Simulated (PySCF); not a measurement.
# SnClF (SMILES [F][Sn][Cl]): M06-2X/STO-3G

What is the vertical singlet–triplet gap of SnClF at M06-2X/STO-3G? 

The calculation is run with PySCF 2.14.0.

19 further runs of the same task are left out: 7 that didn't finish, 12 set aside as unsound or not needed.

### Step 1. The structure to begin with

The species is SnClF (3 atoms), meant as a singlet with charge 0. As SMILES, `[F][Sn][Cl]`. The coordinates come from a PBE0-D4/def2-TZVP relaxation.

Bond lengths: F1–Sn2 1.935 Å, Sn2–Cl3 2.360 Å. Angles: F1–Sn2–Cl3 96.9°.

### Step 2. The energy at M06-2X/STO-3G

start.xyz reads:

```xyz
3

F     -1.389600     0.223100    -0.744400
Sn     0.164300     0.898100     0.190700
Cl     1.214300    -1.186000     0.540500
```

job.py reads:

```python
# [F][Sn][Cl]
from pyscf import gto, dft

molecule = gto.M(
    atom='start.xyz',
    verbose=3,
    max_memory=1860,
    basis='sto-3g',
    charge=0,
)

ks = dft.RKS(molecule)
ks.xc = 'm06-2x'
ks.grids.level = 5
ks.conv_tol = 1e-10
ks.kernel()
if not ks.converged:
    ks = ks.newton().run(ks.mo_coeff, ks.mo_occ)

etot = ks.e_tot
print('E(%s) = %.9f' % ('M06-2X', etot))
```

The run is started by

```console
$ OMP_NUM_THREADS=1 python job.py
```

Standard output:

```text
converged SCF energy = -6519.17187491572
E(M06-2X) = -6519.171874916
```

It took 8.1 s on 1 thread of Arm Neoverse V1, shared host; peak memory 0.29 GiB.

### Step 3. The triplet, same level

run.py reads:

```python
from pyscf import gto, dft

mol = gto.Mole()
mol.atom = [
    ('F', (-1.389600, 0.223100, -0.744400)),
    ('Sn', (0.164300, 0.898100, 0.190700)),
    ('Cl', (1.214300, -1.186000, 0.540500)),
]
mol.spin = 2
mol.max_memory = 1860
mol.basis = 'sto-3g'
mol.verbose = 4
mol.charge = 0
mol.build()

mf = dft.UKS(mol)
mf.xc = 'm06-2x'
mf.grids.level = 5
mf.conv_tol = 1e-10
mf.kernel()
if not mf.converged:
    mf = mf.newton().run(mf.mo_coeff, mf.mo_occ)

etot = mf.e_tot
print('Final energy', etot)
```

The run is started by

```console
$ OMP_NUM_THREADS=1 python run.py
```

Standard output:

```text
PySCF version 2.14.0

[INPUT] num. atoms = 3
[INPUT] num. electrons = 76
[INPUT] charge = 0
[INPUT] spin (= nelec alpha-beta = 2S) = 2
[INPUT] symmetry False subgroup None
[INPUT] Mole.unit = angstrom
[INPUT] Symbol           X                Y                Z      unit          X                Y                Z       unit  Magmom
[INPUT]  1 F     -1.389600000000   0.223100000000  -0.744400000000 AA   -2.625963422696   0.421597898390  -1.406712127126 Bohr   0.0
[INPUT]  2 Sn     0.164300000000   0.898100000000   0.190700000000 AA    0.310482002266   1.697163032472   0.360370771955 Bohr   0.0
[INPUT]  3 Cl     1.214300000000  -1.186000000000   0.540500000000 AA    2.294694433059  -2.241215183734   1.021396970327 Bohr   0.0

nuclear repulsion = 338.758404594777
number of shells = 19
number of NR pGTOs = 123
number of NR cGTOs = 41
basis = sto-3g
ecp = {}

******** <class 'pyscf.dft.uks.UKS'> ********
method = UKS
initial guess = minao
damping factor = 0
level_shift factor = 0
DIIS = <class 'pyscf.scf.diis.CDIIS'>
diis_start_cycle = 1
diis_space = 8
diis_damp = 0
SCF conv_tol = 1e-10
SCF conv_tol_grad = None
SCF max_cycles = 50
direct_scf = True
direct_scf_tol = 1e-13
number electrons alpha = 39  beta = 37
XC library pyscf.dft.libxc version 7.0.0
    S. Lehtola, C. Steigemann, M. J.T. Oliveira, and M. A.L. Marques.,  SoftwareX 7, 1–5 (2018)
XC functionals = m06-2x
    Y. Zhao and D. G. Truhlar.,  Theor. Chem. Acc. 120, 215 (2008)
    Y. Zhao and D. G. Truhlar.,  Theor. Chem. Acc. 120, 215 (2008)
radial grids:
    Treutler-Ahlrichs [JCP 102, 346 (1995); DOI:10.1063/1.469408] (M4) radial grids

becke partition: Becke, JCP 88, 2547 (1988); DOI:10.1063/1.454033
pruning grids: <function nwchem_prune>
grids dens level: 5
symmetrized grids: False
atomic radii adjust function: <function treutler_atomic_radii_adjust>
small_rho_cutoff = 0
Set gradient conv threshold to 1e-05
tot grids = 133928
init E= -6502.11512042179
[... the frontier-level lines of each cycle are left out ...]


cycle= 1 E= -6519.03965099552  delta_E= -16.9  |g|= 0.23  |ddm|= 1.91
cycle= 2 E= -6519.01222003818  delta_E= 0.0274  |g|= 0.316  |ddm|= 0.919
cycle= 3 E= -6519.09399141794  delta_E= -0.0818  |g|= 0.0308  |ddm|= 0.557
cycle= 4 E= -6519.09580163464  delta_E= -0.00181  |g|= 0.00888  |ddm|= 0.105
cycle= 5 E= -6519.0960955784  delta_E= -0.000294  |g|= 0.00366  |ddm|= 0.0514
cycle= 6 E= -6519.09613379031  delta_E= -3.82e-05  |g|= 0.000817  |ddm|= 0.0199
cycle= 7 E= -6519.0961365473  delta_E= -2.76e-06  |g|= 0.000178  |ddm|= 0.00581
cycle= 8 E= -6519.09613670489  delta_E= -1.58e-07  |g|= 8.85e-05  |ddm|= 0.00127
cycle= 9 E= -6519.09613675524  delta_E= -5.03e-08  |g|= 2.15e-05  |ddm|= 0.000935
cycle= 10 E= -6519.09613675777  delta_E= -2.53e-09  |g|= 4.54e-06  |ddm|= 0.000222
cycle= 11 E= -6519.09613675787  delta_E= -1.02e-10  |g|= 1.78e-06  |ddm|= 3.17e-05
cycle= 12 E= -6519.09613675788  delta_E= -1.46e-11  |g|= 6.39e-07  |ddm|= 1.54e-05
Extra cycle  E= -6519.09613675789  delta_E= -3.64e-12  |g|= 4.14e-07  |ddm|= 2.46e-06
converged SCF energy = -6519.09613675789  <S^2> = 2.0043019  2S+1 = 3.0028666
Final energy -6519.0961367578875
```

Run time: 17 s. Hardware: 1 thread of Arm Neoverse V1, shared host; peak memory 0.3 GiB.

### Step 4. What came out

Level: M06-2X/STO-3G.

```
                                        quantity           value
                           singlet: total energy  -6519.17187 Eh
                          singlet: dipole moment          3.01 D
                            singlet: HOMO energy        -5.28 eV
                            singlet: LUMO energy         1.05 eV
                          singlet: HOMO–LUMO gap         6.33 eV
                           triplet: total energy  -6519.09614 Eh
                          triplet: dipole moment          4.24 D
     triplet: HOMO energy (highest over α and β)        -3.04 eV
      triplet: LUMO energy (lowest over α and β)        -0.66 eV
                                   triplet: ⟨S²⟩           2.004
vertical energy of the triplet above the singlet        2.061 eV
```

At this shape the triplet lies 2.06 eV (199 kJ/mol) above the singlet. In a minimal basis such a difference can be off by several eV, whatever the method. Mulliken charges (singlet) run from -0.43 on Cl3 to +0.66 on Sn2. Relativity is left out (singlet) although the molecule holds a heavy atom. Relativity is left out (triplet) although the molecule holds a heavy atom.
